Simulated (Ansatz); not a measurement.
**UBHLYP/def2-SVP (core potential) run of InSiH3ClO (SMILES [SiH3][O][In][Cl])**

What is the vertical ionisation energy of InSiH3ClO at UBHLYP/def2-SVP (core potential)? 

Program for the calculation: Ansatz 0.2.0.

113 further runs of the same task are left out: 113 set aside as unsound or not needed.

### Step 1. The system as given

InSiH3ClO: 7 atoms, total charge 0, spin state doublet. SMILES: `[SiH3][O][In][Cl]`. The coordinates come from a PBE0-D4/def2-TZVP relaxation. This is one conformer, not always the lowest.

Bond lengths: Si1–O2 1.634 Å, O2–In3 1.993 Å, In3–Cl4 2.351 Å, Si1–H5 1.491 Å, Si1–H6 1.486 Å, Si1–H7 1.491 Å. Angles: Si1–O2–In3 137.3°, O2–In3–Cl4 115.6°, O2–Si1–H5 111.6°, O2–Si1–H6 108.5°, O2–Si1–H7 111.6°, H5–Si1–H6 108.8°, H5–Si1–H7 107.5°, H6–Si1–H7 108.8°.

### Step 2. A single-point energy at UBHLYP/def2-SVP (core potential)

Contents of job.yaml:

```yaml
crystal:
  periodic: [false, false, false]
  atoms:
    - {symbol: Si, position_ang: [0.016600, 1.144600, 0.460800]}
    - {symbol: O, position_ang: [0.203700, -0.441600, 0.114500]}
    - {symbol: In, position_ang: [-0.437600, -1.723300, -1.270600]}
    - {symbol: Cl, position_ang: [0.330700, -3.933200, -1.041200]}
    - {symbol: H, position_ang: [0.496200, 2.009500, -0.655300]}
    - {symbol: H, position_ang: [0.803700, 1.457800, 1.681900]}
    - {symbol: H, position_ang: [-1.413400, 1.486100, 0.709900]}
basis:
  gaussian: {orbitals: def2-SVP}
total_charge: 0
magnetization: {spin_polarized: true, initial_magnetization: 1}
hamiltonian: {xc: {name: BHLYP}}
accuracy: high
output: {orbitals: {seedname: orbitals}}
```

The run is started by

```console
$ ansatz run job.yaml --threads 1 --pin off --max-ram 3480MiB --events-out events.jsonl --progress --plain --runs-dir runs
```

Output:

```text
Warning: RAYON_NUM_THREADS=1 ignored (pool sized by the plan → 1); use --threads N
Functional definition: BHLYP
  name "BHLYP"
  parameter a = 0.5
  exchange = (1 - a)*b88_x + a*exact_x
  correlation = lyp_c
2009 factors; integrals over basis functions are off by at most 8.1e-9 eV
mean field evaluation 1: about -27655.5453 eV, gradient 3.6e1 eV
mean field evaluation 2: about -27640.0552 eV, gradient 7.0e1 eV
mean field evaluation 4: about -27660.7218 eV, gradient 3.0e0 eV
mean field evaluation 8: about -27660.8365 eV, gradient 1.6e-1 eV
mean field evaluation 16: about -27660.8369 eV, gradient 2.9e-4 eV
mean field -27660.83694360 eV, -1016.5170084885 hartree, gradient 8.1e-8 eV, S^2 0.756520; 0 other end points of the search recorded, 0 dependent functions left out
reference -27660.83697225 eV, -1016.5170095417 hartree; 32, 31 occupied and 59, 60 virtual orbitals, 2009 factors
Total energy: -27660.83697225 eV, -1016.5170095417 hartree
```

Run time: 18 s. Hardware: 1 thread of Arm Neoverse V2, shared host; peak memory 0.52 GiB.

### Step 3. The singlet cation at the same level

Contents of run.yaml:

```yaml
crystal:
  periodic: [false, false, false]
  atoms:
    - symbol: Si
      position_ang: [0.016600, 1.144600, 0.460800]
    - symbol: O
      position_ang: [0.203700, -0.441600, 0.114500]
    - symbol: In
      position_ang: [-0.437600, -1.723300, -1.270600]
    - symbol: Cl
      position_ang: [0.330700, -3.933200, -1.041200]
    - symbol: H
      position_ang: [0.496200, 2.009500, -0.655300]
    - symbol: H
      position_ang: [0.803700, 1.457800, 1.681900]
    - symbol: H
      position_ang: [-1.413400, 1.486100, 0.709900]
basis:
  gaussian: {orbitals: def2-SVP}
total_charge: 1
accuracy: high
output: {orbitals: {seedname: orbitals}}
hamiltonian: {xc: {name: BHLYP}}
```

The run is started by

```console
$ ansatz run run.yaml --threads 1 --pin off --max-ram 3480MiB --events-out events.jsonl --progress --plain --runs-dir runs
```

Output:

```text
Warning: RAYON_NUM_THREADS=1 ignored (pool sized by the plan → 1); use --threads N
[... 5 set-up lines as earlier in the session ...]
2005 factors; integrals over basis functions are off by at most 8.1e-9 eV
mean field evaluation 1: about -27639.5387 eV, gradient 7.4e1 eV
mean field evaluation 2: about -27535.8872 eV, gradient 1.9e2 eV
mean field evaluation 4: about -27650.7440 eV, gradient 1.6e1 eV
mean field evaluation 8: about -27651.7231 eV, gradient 1.6e0 eV
mean field evaluation 16: about -27651.7323 eV, gradient 6.8e-4 eV
mean field -27651.73234713 eV, -1016.1824207398 hartree, gradient 5.0e-8 eV, S^2 0.000000; 0 other end points of the search recorded, 0 dependent functions left out
reference -27651.73237660 eV, -1016.1824218227 hartree; 31, 31 occupied and 60, 60 virtual orbitals, 2005 factors
Total energy: -27651.73237660 eV, -1016.1824218227 hartree
```

Run time: 12 s. Hardware: 1 thread of Arm Neoverse V2, shared host; peak memory 0.34 GiB.

### Step 4. Outcome

At UBHLYP/def2-SVP (core potential):

| quantity | value |
| --- | --- |
| doublet InSiH3ClO: total energy | -1016.51701 Eh |
| doublet InSiH3ClO: HOMO energy (highest over α and β) | -7.87 eV |
| doublet InSiH3ClO: LUMO energy (lowest over α and β) | -3.47 eV |
| doublet InSiH3ClO: ⟨S²⟩ | 0.757 |
| singlet cation: total energy | -1016.18242 Eh |
| singlet cation: HOMO energy | -14.37 eV |
| singlet cation: LUMO energy | -10.31 eV |
| singlet cation: HOMO–LUMO gap | 4.06 eV |
| vertical ionisation energy (to the singlet cation) | 9.105 eV |

Removing an electron at fixed nuclei costs 9.10 eV (878 kJ/mol). Only the singlet of the ionised species was computed; a triplet could lie lower.
